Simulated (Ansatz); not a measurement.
# C2H9SbSi: up Jacob's ladder to CCSD(T)

Aim: compute C2H9SbSi with functionals from several rungs and with coupled cluster. The yardstick is the atomisation energy at the CCSD(T) limit.

Method: functionals in def2-TZVPP, the program's frozen cores in correlated methods; program: Ansatz 0.2.0, Gaussian basis.

Levels to be run: PBE-D4, r2SCAN-D4, PBE0-D4, B3LYP-D4, ωB97X-V, ωB97M-V, B2PLYP; CCSD(T)/def2-TZVPP; MP2/def2-QZVPP; extrapolation to the limit.

## 1. The relaxed structure

An earlier PBE0-D4 in a triple-zeta def2 set relaxation fixed the geometry. Sb takes the def2 core potential; no spin-orbit term is included.

SMILES `CC[SiH2][SbH2]`, 13 atoms, charge 0, spin multiplicity 1.

Atoms are counted from 1 here; the program's logs count them from 0.

Bond lengths: C1–C2 1.525 Å, C1–H5 1.093 Å, C1–H6 1.093 Å, C1–H7 1.093 Å, C2–Si3 1.881 Å, C2–H8 1.095 Å, C2–H9 1.096 Å, Si3–Sb4 2.579 Å, Si3–H10 1.490 Å, Si3–H11 1.490 Å, Sb4–H12 1.708 Å, Sb4–H13 1.709 Å. Angles: C2–C1–H5 111.5°, C2–C1–H6 111.5°, C2–C1–H7 111.6°, H5–C1–H6 107.6°, H5–C1–H7 107.4°, H6–C1–H7 107.2°, C1–C2–Si3 113.8°, C1–C2–H8 110.5°, C1–C2–H9 110.4°, Si3–C2–H8 108.2°, Si3–C2–H9 107.5°, H8–C2–H9 106.1°, C2–Si3–Sb4 110.2°, C2–Si3–H10 110.3°, C2–Si3–H11 110.1°, Sb4–Si3–H10 107.2°, Sb4–Si3–H11 110.9°, H10–Si3–H11 108.1° and more.

## 2. PBE-D4 (GGA)

in.yaml

```yaml
crystal:
  periodic: [false, false, false]
  atoms:
    - {symbol: C, position_ang: [-1.382109, -0.213658, 1.032865]}
    - {symbol: C, position_ang: [-0.273396, -1.128673, 0.524108]}
    - {symbol: Si, position_ang: [1.174526, -0.209152, -0.248424]}
    - {symbol: Sb, position_ang: [0.373742, 1.168225, -2.276734]}
    - {symbol: H, position_ang: [-2.188478, -0.783265, 1.501318]}
    - {symbol: H, position_ang: [-1.005991, 0.496138, 1.774193]}
    - {symbol: H, position_ang: [-1.824450, 0.370905, 0.221487]}
    - {symbol: H, position_ang: [-0.665796, -1.832337, -0.217657]}
    - {symbol: H, position_ang: [0.123447, -1.739463, 1.342718]}
    - {symbol: H, position_ang: [2.193880, -1.175348, -0.746763]}
    - {symbol: H, position_ang: [1.823384, 0.667845, 0.765880]}
    - {symbol: H, position_ang: [1.895201, 1.934837, -2.392795]}
    - {symbol: H, position_ang: [-0.223661, 2.409248, -1.265394]}
basis:
  gaussian: {orbitals: def2-TZVPP}
hamiltonian: {xc: pbe, dispersion: d4}
output: {forces: true, orbitals: {seedname: orbitals}}
```

The run is started by

```
$ ansatz run in.yaml --threads 4 --pin off --events-out ev --progress --plain --max-ram 10444MiB
```

Further steps of the session: r2SCAN-D4 (meta-GGA); PBE0-D4 (hybrid); B3LYP-D4 (hybrid); ωB97X-V (range-separated); ωB97M-V (range-separated); B2PLYP (double hybrid); CCSD(T) in def2-TZVPP; MP2 in def2-QZVPP.

Q: Predict the results of all the runs planned. Wanted: atomisation energy, CCSD(T)/CBS; farthest; mean size of error, hybrid; mean size of error, range-separated; gap, smallest and largest; T1 diagnostic; triples share of the correlation energy.

As calculated:

```
                               quantity                                                   value
        atomisation energy, CCSD(T)/CBS                                               43.986 eV
    functionals within 0.440 eV (1.0 %)  PBE-D4, r2SCAN-D4, PBE0-D4, B3LYP-D4, ωB97X-V, ωB97M-V
                               farthest                                      B2PLYP (-0.653 eV)
             mean size of error, hybrid                                                0.126 eV
    mean size of error, range-separated                                                0.153 eV
              gap, smallest and largest                    4.98 eV (PBE-D4), 10.66 eV (ωB97X-V)
                          T1 diagnostic                                                  0.0122
triples share of the correlation energy                                                   3.3 %
```

**Reading.** PBE-D4 misses by +0.188 eV. Double hybrids carry the basis error of their MP2 part in triple zeta, and no dispersion term here, so their miss is partly the set-up's. The reference freezes the cores and leaves out spin-orbit coupling and excitations past (T), and its outer-core shells are covered unevenly, so misses under about 0.440 eV can't be ranked. All levels share the lack of spin-orbit coupling, which lowers the free heavy atoms and so the true binding. Hartree-Fock recovers 74 % of the binding; the rest is correlation. Orbital gaps span 5.0 to 10.7 eV; exact exchange widens them. Correlated methods include outer-core shells of Sb, which these sets cover unevenly.
